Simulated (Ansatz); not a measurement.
# C3H8GeO: the cost of one run

All numbers below are computed with Ansatz 0.2.0 (RKS revPBE-D4/def2-mTZVP).

## (1) The structure to begin with

Bond lengths: C1–C2 1.475 Å, C2–O3 1.380 Å, C2–C4 1.502 Å, O3–C4 1.376 Å, C4–Ge5 1.907 Å, C1–H6 1.136 Å, C1–H7 1.085 Å, C1–H8 1.168 Å, C2–H9 1.094 Å, C4–H10 1.169 Å, Ge5–H11 1.521 Å, Ge5–H12 1.558 Å, Ge5–H13 1.499 Å. Angles (14 of 25 angles, heavy atoms first): C1–C2–O3 109.8°, C1–C2–C4 117.3°, O3–C2–C4 56.9°, C2–O3–C4 66.0°, C2–C4–O3 57.1°, C2–C4–Ge5 117.1°, O3–C4–Ge5 116.5°, C1–C2–H9 122.7°, O3–C2–H9 111.0°, C4–C2–H9 118.2°, C2–C1–H6 110.7°, C2–C1–H7 115.8°, C2–C1–H8 107.6°, C2–C4–H10 114.3°.

As a file:

```xyz
13

C    -1.7390    0.9052    0.5862
C    -0.3812    0.7230    0.0385
O     0.5200    0.5520    1.0692
C     0.3061   -0.5824    0.3201
Ge    1.7119   -1.0983   -0.8611
H    -2.5238    0.6516   -0.1955
H    -1.9482    0.3806    1.5132
H    -1.8914    2.0474    0.7786
H     0.0327    1.3675   -0.7421
H    -0.3331   -1.3384    0.9420
H     1.1646   -1.9735   -1.9783
H     2.3904    0.1909   -1.4122
H     2.7115   -1.8603   -0.0438
```

## (2) End point A

Input file input.yaml:

```yaml
crystal:
  periodic: [false, false, false]
  atoms:
    - { symbol: C, position_ang: [-1.739, 0.9052, 0.5862] }
    - { symbol: C, position_ang: [-0.3812, 0.723, 0.0385] }
    - { symbol: O, position_ang: [0.52, 0.552, 1.0692] }
    - { symbol: C, position_ang: [0.3061, -0.5824, 0.3201] }
    - { symbol: Ge, position_ang: [1.7119, -1.0983, -0.8611] }
    - { symbol: H, position_ang: [-2.5238, 0.6516, -0.1955] }
    - { symbol: H, position_ang: [-1.9482, 0.3806, 1.5132] }
    - { symbol: H, position_ang: [-1.8914, 2.0474, 0.7786] }
    - { symbol: H, position_ang: [0.0327, 1.3675, -0.7421] }
    - { symbol: H, position_ang: [-0.3331, -1.3384, 0.942] }
    - { symbol: H, position_ang: [1.1646, -1.9735, -1.9783] }
    - { symbol: H, position_ang: [2.3904, 0.1909, -1.4122] }
    - { symbol: H, position_ang: [2.7115, -1.8603, -0.0438] }
basis:
  gaussian: { orbitals: def2-mTZVP }
hamiltonian:
  xc: revpbe
  dispersion: d4
relax:
  f_tol: 0.015
  max_steps: 40
output:
  orbitals: {}
```

On the command line:

```console
$ ansatz run input.yaml --threads 2 --pin off --max-ram 3072MiB --backend cpu --events-out ev --progress --plain --runs-dir out
```

Q: Estimate wall time and peak memory on 2 threads of Arm Neoverse V2, shared host.

About 33 s, with a peak of 0.19 GiB.
